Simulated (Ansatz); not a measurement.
CH₃AlI₂, SMILES [CH3][Al]([I])[I], a geometry optimisation

Program: the Ansatz DFT code, driven from Python.

Run as a notebook:

```python
import itertools

import ansatz
from ase import Atoms
from ase.data import atomic_numbers, covalent_radii
import numpy as np
```

```python
atoms = Atoms(['C', 'Al', 'I', 'I', 'H', 'H', 'H'], positions=[
    (-0.0574, 1.0062, -0.0471),
    (0.0741, -0.9312, 0.0439),
    (2.0471, -1.9711, 1.2847),
    (-1.6117, -2.4368, -1.0781),
    (-1.018, 1.3002, -0.6504),
    (-0.1825, 1.4845, 0.9647),
    (0.8097, 1.4801, -0.5634),
])
mol = ansatz.Crystal.molecule_from_ase(atoms)
```

```python
job = mol.calculation()
job = job.basis(gaussian='def2-SVP')
job = job.functional('HF')
symbols = [site.symbol for site in mol.cartesian_sites]
start = np.array([site.position_ang for site in mol.cartesian_sites], dtype=float)
def progress(event):
    if event['event'] == 'relax_step':
        row = event['data']
        print(f'step {row["step"]:3d}  E = {row["lagrangian_ev"]:.6f} eV  largest force component {row["allowed_force_max_ev_ang"]:.4f} eV/A')
```

```python
report = job.relax(force_tolerance=0.02, max_steps=100).session().plan().execute(on_event=progress).report
end = np.array(report['positions_ang'])
```

    step   1  E = -23806.384165 eV  largest force component 1.8608 eV/A
    step   2  E = -23806.531661 eV  largest force component 0.5004 eV/A
    step   3  E = -23806.554456 eV  largest force component 0.0624 eV/A
    step   4  E = -23806.555108 eV  largest force component 0.0216 eV/A
    step   5  E = -23806.555181 eV  largest force component 0.0038 eV/A

```python
print(f'E = {report["free_energy_ev"]:.6f} eV = {report["free_energy_ev"] / 27.211386246:.7f} Ha')
print('converged:', report['converged'], ' doubts:', report['published_state_doubts'] or 'none')
```

    E = -23806.555181 eV = -874.8747662 Ha
    converged: True  doubts: none

```python
# pairs closer than 1.2 times the sum of covalent radii, before or after
radius = [covalent_radii[atomic_numbers[s]] for s in symbols]
span = lambda where, i, j: np.linalg.norm(where[i] - where[j])
bonded = [(i, j) for i, j in itertools.combinations(range(len(symbols)), 2) if min(span(start, i, j), span(end, i, j)) < 1.2 * (radius[i] + radius[j])]
print('pair        before    after (A)')
for i, j in bonded:
    print(f'{symbols[i]}{i}-{symbols[j]}{j}'.ljust(10), f'{span(start, i, j):8.4f} {span(end, i, j):8.4f}')

charges = report['charge_distribution']
print('dipole moment', round(4.803205 * float(np.linalg.norm(charges['dipole_moment_e_ang'])), 3), 'D')
print('Mulliken:', [(s, round(q, 3)) for s, q in zip(symbols, charges['mulliken_charges_e'])])
```

    pair        before    after (A)
    C0-Al1       1.9440   1.9484
    C0-H4        1.1718   1.0916
    C0-H5        1.1261   1.0940
    C0-H6        1.1149   1.0940
    Al1-I2       2.5522   2.4856
    Al1-I3       2.5234   2.4850
    dipole moment 2.007 D
    Mulliken: [('C', -0.451), ('Al', 0.916), ('I', -0.345), ('I', -0.343), ('H', 0.076), ('H', 0.074), ('H', 0.074)]

Caveats:
- Total energies depend on the basis set; only differences at equal settings carry meaning.
- The end point is the stationary point reached from this start; no frequency run checks that it is a minimum, and the basis set is modest.
- def2 sets replace the cores of elements past krypton by effective core potentials.
- Timing: 19 s on 1 thread of Intel(R) Xeon(R) Platinum 8488C (Sapphire Rapids), with other jobs on the host, peak memory 0.32 GiB.

(Lines on the test bed's own set-up are left out of the output.)
